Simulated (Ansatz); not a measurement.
**Al2H4Se (SMILES [AlH2][AlH][SeH]): HF/3-21G**

Aim: the vertical ionisation energy of Al2H4Se at HF/3-21G, from 2 runs. 

The calculation is run with Ansatz 0.2.0.

51 further runs of the same task are left out: 51 set aside as unsound or not needed. Runs told in other sessions of the task aren't counted.

## Step 1: The structure to begin with

Al2H4Se has 7 atoms, charge 0, and is taken as a singlet. As SMILES, `[AlH2][AlH][SeH]`. Geometry: relaxed at PBE0-D4/def2-TZVP. This is one conformer, not always the lowest.

Bond lengths: Al1–Al2 2.584 Å, Al2–Se3 2.331 Å, Al1–H4 1.593 Å, Al1–H5 1.593 Å, Al2–H6 1.591 Å, Se3–H7 1.469 Å. Angles: Al1–Al2–Se3 117.0°, Al1–Al2–H6 127.9°, Se3–Al2–H6 115.1°, Al2–Al1–H4 121.5°, Al2–Al1–H5 121.4°, Al2–Se3–H7 93.6°, H4–Al1–H5 117.1°.

## Step 2: The energy at HF/3-21G

Input file job.yaml:

```yaml
crystal:
  periodic: [false, false, false]
  atoms:
    - {symbol: Al, position_ang: [-1.578100, 0.539600, -0.900300]}
    - {symbol: Al, position_ang: [0.683400, 0.231600, 0.310300]}
    - {symbol: Se, position_ang: [1.280700, -1.943000, 0.899300]}
    - {symbol: H, position_ang: [-1.688000, 0.476100, -2.487900]}
    - {symbol: H, position_ang: [-2.924300, 0.803000, -0.090900]}
    - {symbol: H, position_ang: [1.737000, 1.353100, 0.713600]}
    - {symbol: H, position_ang: [2.550600, -1.528300, 1.510400]}
basis:
  gaussian: {orbitals: 3-21G-spherical.json}
hamiltonian: {xc: hf}
accuracy: high
output: {orbitals: {seedname: orbitals}}
```

The basis set 3-21G is read from a file made from the Basis Set Exchange's data (not shown).

Run with:

```
$ ansatz run job.yaml --threads 1 --pin off --max-ram 2610MiB --events-out events.jsonl --progress --plain --runs-dir runs
```

Standard output:

```text
Warning: RAYON_NUM_THREADS=1 ignored (pool sized by the plan → 1); use --threads N
Functional definition: HF
  name "HF"
  exchange = exact_x
  correlation = 0
1071 factors; integrals over basis functions are off by at most 7.4e-9 eV
mean field evaluation 1: about -78149.3746 eV, gradient 1.3e1 eV
mean field evaluation 2: about -78149.3869 eV, gradient 1.3e1 eV
mean field evaluation 4: about -78150.3512 eV, gradient 1.1e0 eV
mean field evaluation 8: about -78150.3593 eV, gradient 4.4e-4 eV
mean field -78150.35934094 eV, -2871.9727335633 hartree, gradient 8.1e-8 eV, S^2 0.000000; 0 other end points of the search recorded, 0 dependent functions left out
reference -78150.35934094 eV, -2871.9727335633 hartree; 32, 32 occupied and 24, 24 virtual orbitals, 1071 factors
Total energy: -78150.35934094 eV, -2871.9727335633 hartree
```

Run time: 0.8 s. Hardware: 1 thread of Arm Neoverse V2, shared host; peak memory 0.12 GiB.

## Step 3: The doublet cation, same level

Input file job.yaml:

```yaml
crystal:
  periodic: [false, false, false]
  atoms:
    - symbol: Al
      position_ang: [-1.578100, 0.539600, -0.900300]
    - symbol: Al
      position_ang: [0.683400, 0.231600, 0.310300]
    - symbol: Se
      position_ang: [1.280700, -1.943000, 0.899300]
    - symbol: H
      position_ang: [-1.688000, 0.476100, -2.487900]
    - symbol: H
      position_ang: [-2.924300, 0.803000, -0.090900]
    - symbol: H
      position_ang: [1.737000, 1.353100, 0.713600]
    - symbol: H
      position_ang: [2.550600, -1.528300, 1.510400]
basis:
  gaussian: {orbitals: 3-21G-spherical.json}
total_charge: 1
magnetization: {spin_polarized: true, initial_magnetization: 1}
hamiltonian: {xc: hf}
accuracy: high
output: {orbitals: {seedname: orbitals}}
```

The basis set 3-21G is read from a file made from the Basis Set Exchange's data (not shown).

Run with:

```
$ ansatz run job.yaml --threads 1 --pin off --max-ram 2610MiB --events-out events.jsonl --progress --plain --runs-dir runs
```

Standard output, cut to the lines that bear on the results:

```text
Warning: RAYON_NUM_THREADS=1 ignored (pool sized by the plan → 1); use --threads N
[... 2 set-up lines as earlier in the session ...]
[...]
1068 factors; integrals over basis functions are off by at most 7.4e-9 eV
[...]
mean field -78141.92736328 eV, -2871.6628640999 hartree, gradient 3.6e-8 eV, S^2 0.755433; 2 other end points of the search recorded, 0 dependent functions left out
reference -78141.92736328 eV, -2871.6628640999 hartree; 32, 31 occupied and 24, 25 virtual orbitals, 1068 factors
Total energy: -78141.92736328 eV, -2871.6628640999 hartree
```

Wall time 4.5 s (1 thread of Arm Neoverse V2, shared host); peak memory 0.17 GiB.

## Step 4: What came out

Level: HF/3-21G.

| quantity | value |
| --- | --- |
| singlet Al2H4Se: total energy | -2871.97273 Eh |
| singlet Al2H4Se: HOMO energy | -9.47 eV |
| singlet Al2H4Se: LUMO energy | 0.32 eV |
| singlet Al2H4Se: HOMO–LUMO gap | 9.79 eV |
| doublet cation: total energy | -2871.66286 Eh |
| doublet cation: HOMO energy (highest over α and β) | -14.06 eV |
| doublet cation: LUMO energy (lowest over α and β) | -7.45 eV |
| doublet cation: ⟨S²⟩ | 0.755 |
| vertical ionisation energy (to the doublet cation) | 8.432 eV |

**Reading.** Removing an electron at fixed nuclei costs 8.43 eV (194 kcal/mol). −ε(HOMO) before ionisation, 9.47 eV, is 1.04 eV above this ionisation energy.
